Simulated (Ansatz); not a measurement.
**Cl3H2NSi: small, medium and large basis sets**

The task here is to estimate one member of a computed series from the others.

Program: Ansatz 0.2.0, Gaussian basis. Level of theory: one geometry, several basis sets. These are calculated values, not measurements.

Plan: PBE0-D4/def2-SVP; ωB97M-V/def2-SVP; PBE0-D4/def2-QZVPP; ωB97M-V/def2-QZVPP; the functionals' def2-TZVPP values are taken from earlier runs.

### The relaxed structure

The geometry comes from an earlier relaxation with PBE0-D4 in a triple-zeta def2 set; it is a stationary point, not always the lowest conformer.

7 atoms, charge 0, spin multiplicity 1.

Atoms are counted from 1 here; the program's logs count them from 0.

Bond lengths: N1–Si2 1.683 Å, N1–H6 1.007 Å, N1–H7 1.007 Å, Si2–Cl3 2.043 Å, Si2–Cl4 2.031 Å, Si2–Cl5 2.031 Å. Angles: Si2–N1–H6 120.8°, Si2–N1–H7 120.8°, H6–N1–H7 112.9°, N1–Si2–Cl3 115.4°, N1–Si2–Cl4 108.3°, N1–Si2–Cl5 108.3°, Cl3–Si2–Cl4 106.9°, Cl3–Si2–Cl5 106.9°, Cl4–Si2–Cl5 111.2°.

As a file:

```
N     0.0640    0.9080    0.6378
Si   -0.0369   -0.4229   -0.3877
Cl    0.3475   -2.2304    0.4829
Cl   -1.9267   -0.5145   -1.1271
Cl    1.3245   -0.1842   -1.8763
H     0.9582    1.2702    0.9256
H    -0.6692    1.1058    1.2988
```

The first run:

File in.yaml:

```yaml
crystal:
  periodic: [false, false, false]
  atoms:
    - {symbol: N, position_ang: [0.063975, 0.907950, 0.637815]}
    - {symbol: Si, position_ang: [-0.036920, -0.422904, -0.387652]}
    - {symbol: Cl, position_ang: [0.347498, -2.230365, 0.482922]}
    - {symbol: Cl, position_ang: [-1.926714, -0.514458, -1.127058]}
    - {symbol: Cl, position_ang: [1.324484, -0.184171, -1.876285]}
    - {symbol: H, position_ang: [0.958160, 1.270223, 0.925615]}
    - {symbol: H, position_ang: [-0.669183, 1.105827, 1.298844]}
basis:
  gaussian: {orbitals: def2-SVP}
hamiltonian: {xc: pbe0, dispersion: d4}
output: {orbitals: {seedname: orbitals}}
```

Launch:

```bash
ansatz run in.yaml --threads 4 --pin off --events-out ev --progress --plain --max-ram 10444MiB
```

Among the steps run: PBE0-D4 in def2-SVP; ωB97M-V in def2-SVP; PBE0-D4 in def2-QZVPP; ωB97M-V in def2-QZVPP.

One of the session's tables, all rows but one given; the rest of the session is left out.

It belongs to the step «Density functionals: the series». 

```
functional       basis  HOMO (eV)  LUMO (eV)
   PBE0-D4    def2-SVP      -8.19       0.74
   PBE0-D4  def2-TZVPP      -8.35       0.23
   PBE0-D4  def2-QZVPP      -8.40      -0.03
   ωB97M-V    def2-SVP          ?          ?
   ωB97M-V  def2-TZVPP     -10.68       1.98
   ωB97M-V  def2-QZVPP     -10.74       1.41
```

Estimate the missing values for ωB97M-V, def2-SVP.

**Answer.** HOMO (eV): -10.49; LUMO (eV): 2.75. In the column «HOMO (eV)» it lies between ωB97M-V, def2-TZVPP (-10.68) and PBE0-D4, def2-QZVPP (-8.40).
